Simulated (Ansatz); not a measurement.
# GaH5O2: the cost of one run

Program: Ansatz 0.2.0. Level of theory: RKS B3LYP/def2-SVP. These are calculated values, not measurements.

**1. The system as given**

Bond lengths: Ga1–O3 1.790 Å, O3–H4 1.010 Å, Ga1–H5 1.570 Å, Ga1–O6 2.090 Å, O6–H7 1.010 Å. Angles: Ga1–O3–H4 109.5°, O3–Ga1–H5 120.0°, O3–Ga1–O6 96.8°, H5–Ga1–O6 101.3°, Ga1–O6–H7 109.5°.

As a file:

```xyz
8

Ga    0.0000    0.0000    0.0000
H     0.0000    0.0000    1.9200
O     1.5501    0.0000   -0.8950
H     1.8500   -0.9519   -1.0499
H    -1.3596    0.0000   -0.7850
O     0.0937    1.9812    0.6590
H     0.4923    2.0094    1.5866
H     0.0473    1.0000    1.8157
```

**2. A restrained relaxation towards end A**

Springs on the bonds that form and break draw the guess towards this end; the thresholds are loose.

input.yaml reads:

```yaml
crystal:
  periodic: [false, false, false]
  atoms:
    - { symbol: Ga, position_ang: [0.0, 0.0, 0.0] }
    - { symbol: H, position_ang: [0.0, 0.0, 1.92] }
    - { symbol: O, position_ang: [1.5501, 0.0, -0.895] }
    - { symbol: H, position_ang: [1.85, -0.9519, -1.0499] }
    - { symbol: H, position_ang: [-1.3596, 0.0, -0.785] }
    - { symbol: O, position_ang: [0.0937, 1.9812, 0.659] }
    - { symbol: H, position_ang: [0.4923, 2.0094, 1.5866] }
    - { symbol: H, position_ang: [0.0473, 1.0, 1.8157] }
basis:
  gaussian: { orbitals: def2-SVP }
hamiltonian:
  xc: b3lyp
relax:
  f_tol: 0.15
  max_steps: 25
  restrain:
    - { distance: [0, 5], at: 2.99, k: 30.0 }
    - { distance: [7, 1], at: 1.86, k: 30.0 }
    - { distance: [0, 1], at: 1.57, k: 30.0 }
    - { distance: [7, 5], at: 1.01, k: 30.0 }
```

Launch:

```console
$ ansatz run input.yaml --threads 2 --pin off --max-ram 3072MiB --backend cpu --events-out ev --progress --plain --runs-dir out
```

**Question.** How long does this run take on 2 threads of Arm Neoverse N1, shared host, and how much memory does it need?

About 29 s, with a peak of 0.17 GiB.
